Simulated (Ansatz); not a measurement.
**CH2BBrClIn: how energies converge with the basis set**

The task here is to estimate one member of a computed series from the others.

Program: Ansatz 0.2.0, Gaussian basis. Level of theory: one geometry, several basis sets. These are calculated values, not measurements.

Levels to be run: PBE0-D4/def2-SVP; ωB97M-V/def2-SVP; PBE0-D4/def2-QZVPP; ωB97M-V/def2-QZVPP; the functionals' def2-TZVPP values are taken from earlier runs.

1 further run of the same task is left out (for a known fault of the program).

## The relaxed structure

The geometry comes from an earlier relaxation with PBE0-D4 in a triple-zeta def2 set; it is a stationary point, not always the lowest conformer. In takes the def2 core potential; no spin-orbit term is included.

7 atoms, charge 0, spin multiplicity 1.

Atoms are counted from 1 here; the program's logs count them from 0.

Bond lengths: Cl1–C2 1.713 Å, C2–Br3 1.961 Å, C2–B4 1.439 Å, Br3–In5 2.931 Å, B4–In5 2.163 Å, B4–H6 1.188 Å, In5–H7 1.713 Å. Angles: Cl1–C2–Br3 111.1°, Cl1–C2–B4 127.9°, Br3–C2–B4 121.0°, C2–Br3–In5 67.6°, C2–B4–In5 102.0°, C2–B4–H6 128.3°, In5–B4–H6 129.7°, Br3–In5–B4 69.5°, Br3–In5–H7 108.3°, B4–In5–H7 177.8°.

The first run:

Input file in.yaml:

```yaml
crystal:
  periodic: [false, false, false]
  atoms:
    - {symbol: Cl, position_ang: [0.100138, -1.973701, 1.998002]}
    - {symbol: C, position_ang: [0.088322, -0.834520, 0.719215]}
    - {symbol: Br, position_ang: [0.974990, -1.554929, -0.874110]}
    - {symbol: B, position_ang: [-0.470616, 0.491524, 0.720450]}
    - {symbol: In, position_ang: [-0.022748, 1.169801, -1.284493]}
    - {symbol: H, position_ang: [-1.031034, 1.053999, 1.604618]}
    - {symbol: H, position_ang: [0.360948, 1.647836, -2.883683]}
basis:
  gaussian: {orbitals: def2-SVP}
hamiltonian: {xc: pbe0, dispersion: d4}
output: {orbitals: {seedname: orbitals}}
```

The run is started by

```sh
ansatz run in.yaml --threads 2 --pin off --events-out ev --progress --plain --max-ram 22528MiB --backend cpu
```

Steps of the session up to this table: PBE0-D4 in def2-SVP; ωB97M-V in def2-SVP; PBE0-D4 in def2-QZVPP; ωB97M-V in def2-QZVPP.

One of the session's tables, all rows but one given; the rest of the session is left out.

```
functional       basis  HOMO (eV)  LUMO (eV)
   PBE0-D4    def2-SVP      -5.89      -2.23
   PBE0-D4  def2-TZVPP      -6.00      -2.30
   PBE0-D4  def2-QZVPP      -6.02      -2.31
   ωB97M-V    def2-SVP      -7.88      -0.67
   ωB97M-V  def2-TZVPP      -8.02      -0.79
   ωB97M-V  def2-QZVPP          ?          ?
```

Estimate the missing values for ωB97M-V, def2-QZVPP.

As computed: HOMO (eV): -8.05; LUMO (eV): -0.83. In the column «HOMO (eV)» it is the lowest.
